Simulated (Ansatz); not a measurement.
Crystal: Ba2Tl5V3O12.

```
CELL_PARAMETERS angstrom
4.23698 2.44622 6.12840
-4.23698 2.44622 6.12840
0.00000 -4.89244 6.12840
ATOMIC_POSITIONS crystal
Ba 0.50000 0.50000 0.50000
Ba 0.00000 0.00000 0.00000
V 0.50000 0.50000 0.00000
V 0.00000 0.50000 0.50000
V 0.50000 0.00000 0.50000
Tl 0.00000 0.00000 0.50000
Tl 0.50000 0.00000 0.00000
Tl 0.00000 0.50000 0.00000
Tl 0.74045 0.74045 0.74045
Tl 0.25955 0.25955 0.25955
O 0.71652 0.08089 0.41242
O 0.41242 0.71652 0.08089
O 0.08089 0.41242 0.71652
O 0.58757 0.91911 0.28348
O 0.91911 0.28348 0.58757
O 0.28348 0.58757 0.91911
O 0.28348 0.91911 0.58757
O 0.58757 0.28348 0.91911
O 0.91911 0.58757 0.28348
O 0.41242 0.08089 0.71652
O 0.08089 0.71652 0.41242
O 0.71652 0.41242 0.08089
```

The cell was built by a generator and needn't be a form met in nature.

Base run:

- Program: Ansatz 0.2.0
- Functional: PBEsol
- Potentials or basis: Ansatz PAW
- Cutoff: 420 eV (not typed: the program's choice for these potentials)
- k mesh: 4 × 4 × 4
- Occupations: fermi-dirac, width 0.05 eV
- Spin: collinear spin, ferromagnetic start
- Starting moments: [0.0, 0.0, 2.0, 2.0, 2.0, 0.0, 0.0, 0.0, 0.0, 0.0, 0.0, 0.0, 0.0, 0.0, 0.0, 0.0, 0.0, 0.0, 0.0, 0.0, 0.0, 0.0] μB

Its results: band gap on the k mesh none (metal or under the smearing width); pressure -4.3 GPa; net moment 1.04 μB per cell; site moments Ba +0.00, -0.00; V +0.22; Tl +0.00, +0.02; O -0.01 μB; largest force 0.255 eV/Å.

Q: The run is repeated on the same cell with these changes: functional from PBEsol to r2SCAN; cutoff from 420 eV (not typed: the program's choice for these potentials) to 500 eV (not typed: the program's choice for these potentials). What comes out?

A: Band gap on the k mesh none (metal or under the smearing width); pressure -3.4 GPa; net moment 1.15 μB per cell; site moments Ba +0.00, -0.00; V +0.32; Tl -0.00, +0.01; O -0.03 μB; largest force 0.209 eV/Å.

Caveats: spin-orbit coupling is left out, which moves the levels of the heavy elements; semilocal functionals often make such compounds metallic where correlation or magnetic order opens a gap, which also shifts bond lengths; the PAW data sets come from PBE, with cores solved anew for the run's functional, which leaves a small shift of forces and pressure; the magnetic or orbital state may not be the lowest (some runs).
